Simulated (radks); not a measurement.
# Valence configurations of Ta

One table from this session's results is given with a row withheld; the runs are named, their logs left out.

Method: scalar-relativistic Kohn-Sham, BLYP, spin-polarised, spherical densities, point nucleus; open shells are filled with parallel spins first. Code: radks (a radial shooting solver on a logarithmic mesh, Libxc functionals) version 1.

## What is computed

- element: tantalum (Z = 73)
- charge: 0
- electrons: 73
- configuration: [Xe] 4f14 5d3 6s2
- others tried: 4f13 5d4 6s2; 4f14 5d4 6s1; 4f14 5d3 6s1 6p1; 4f14 5d2 6s2 6p1; 4f14 5d2.5 6s2 6p0.5; 4f13.5 5d3 6s1 6p1.5; 4f13 5d3 6s2 6p1; 4f13 5d5 6s1; 4f13.5 5d3 6s2 6p0.5

Outer shells as boxes (Hund's rule):

Ta
```
[Xe] core
4f [↑↓][↑↓][↑↓][↑↓][↑↓][↑↓][↑↓]
5d [↑ ][↑ ][↑ ][  ][  ]
6s [↑↓]
```

Set-up of the first run:

Input:

```text
Z 73
configuration [Xe] 4f14 5d3 6s2
relativity scalar-relativistic
functional b88,lyp
spin polarised
nucleus point
c 137.035999084
```

Among the steps run: [Xe] 4f14 5d3 6s2.

One of the session's tables, all rows but one given; the rest of the session is left out.

From the orbitals of this run (lengths in bohr):

```
  level     <r>  outermost maximum (interpolated)  90 % within  nodes
  5p up   1.299                              1.13         1.91      3
5p down   1.292                              1.12         1.90      3
  4f up  0.6418                             0.441         1.08      0
4f down  0.6378                             0.441         1.07      0
  6s up   3.248                              2.72         4.83      5
6s down   3.409                              2.81         5.12      5
  5d up       ?                                 ?            ?      ?
5d down   2.370                              1.59         3.97      2
```

Q: Estimate the row for 5d up from the others.

The run gave: <r>: 2.221; outermost maximum (interpolated): 1.59; 90 % within: 3.61; nodes: 2. In the column «<r>» it lies between 5p up (1.299) and 5d down (2.370).
